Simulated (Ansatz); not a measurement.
# GeAsH+ (quartet): from Hartree-Fock to the top rungs, cc-pVDZ

Aim: climb from Hartree-Fock through coupled cluster and multireference methods for GeAsH+ (quartet) at one geometry and basis, and see what each rung misses.

Computed with Ansatz 0.2.0, Gaussian basis. Level: cc-pVDZ, core rule «outside noble gas», up to 28 orbitals frozen.

Plan: UHF; CCSD(T) on ROHF; CCSD(T) on UHF; BCCD(T) on ROHF; CISD; CCSDT(Q) on ROHF; CCSDT(Q) on UHF; CCSDTQ on ROHF; CCSDTQ on UHF; CASSCF and MRCISD+Q, 9 electrons in 9 orbitals; CASSCF and NEVPT2, 9 electrons in 9 orbitals.

3 further runs of the same task are left out: 3 set aside as unsound or not needed.

**1. What is computed**

The geometry is a PBE0/def2-TZVP stationary point (not a proven minimum) of the parent state, kept for this charge and spin. No spin-orbit coupling is included. The filled d shell of Ge, As may be among the frozen orbitals whatever the setting's name suggests; the logs give the count.

3 atoms, charge 1, spin multiplicity 4.

Atoms are counted from 1 here; the program's logs count them from 0.

Bond lengths: Ge1–As2 2.430 Å, Ge1–H3 1.598 Å. Angles: As2–Ge1–H3 91.8°.

**2. UHF**

in.yaml

```yaml
crystal:
  periodic: [false, false, false]
  atoms:
    - {symbol: Ge, position_ang: [0.000000, -0.036838, 1.224603]}
    - {symbol: As, position_ang: [0.000000, 0.014742, -1.204908]}
    - {symbol: H, position_ang: [0.000000, 1.559010, 1.308135]}
basis:
  gaussian: {orbitals: cc-pVDZ}
total_charge: 1
magnetization: {spin_polarized: true, initial_magnetization: 3}
hamiltonian: {xc: hf}
output: {orbitals: {seedname: orbitals}}
```

Started as:

```console
$ ansatz run in.yaml --threads 1 --pin off --events-out ev --progress --plain --max-ram 4096MiB --backend cpu
```

After this run come: CCSD(T) on ROHF; CCSD(T) on UHF; BCCD(T) on ROHF; CISD; CCSDT(Q) on ROHF; CCSDT(Q) on UHF; CCSDTQ on ROHF; CCSDTQ on UHF; CASSCF and MRCISD+Q, 9 electrons in 9 orbitals; CASSCF and NEVPT2, 9 electrons in 9 orbitals.

**Question.** What will the summary of the whole plan be? Wanted: UCCSDTQ below the RHF energy; RMP2 from UCCSDTQ; UMP2 from UCCSDTQ; RCCSD from UCCSDTQ; RCCSD(T) from UCCSDTQ; UCCSD(T) from UCCSDTQ; RCCSDT(Q) from UCCSDTQ; UCCSDT(Q) from UCCSDTQ; NEVPT2 valence from UCCSDTQ.

As calculated:

```
                         quantity                                                            value
     UCCSDTQ below the RHF energy                                                       -4.5973 eV
                RMP2 from UCCSDTQ                                                  +24.94 kcal/mol
                UMP2 from UCCSDTQ                                                  +25.27 kcal/mol
               RCCSD from UCCSDTQ                                                   +4.37 kcal/mol
            RCCSD(T) from UCCSDTQ                                                   +1.34 kcal/mol
            UCCSD(T) from UCCSDTQ                                                   +1.01 kcal/mol
           RCCSDT(Q) from UCCSDTQ                                                   +0.35 kcal/mol
           UCCSDT(Q) from UCCSDTQ                                                   +0.01 kcal/mol
      NEVPT2 valence from UCCSDTQ                                                  +16.66 kcal/mol
    MRCISD+Q valence from UCCSDTQ                                                   +0.16 kcal/mol
levels within 1 kcal/mol (43 meV)  RCCSDT, UCCSDT, RCCSDT(Q), UCCSDT(Q), RCCSDTQ, MRCISD+Q valence
                    T1 diagnostic                                                            0.035
   effectively unpaired electrons                                                             3.04
```

In words: RCCSD(T) misses by +1.34 kcal/mol, 1.3 % of the correlation energy. One determinant dominates. Of the multireference levels listed MRCISD+Q valence comes nearest in total energy (+0.16 kcal/mol), which doesn't show that its space is the better one. These misses are within one basis, not against nature; the frozen cores of restricted and unrestricted runs differ, which can shift their rows.
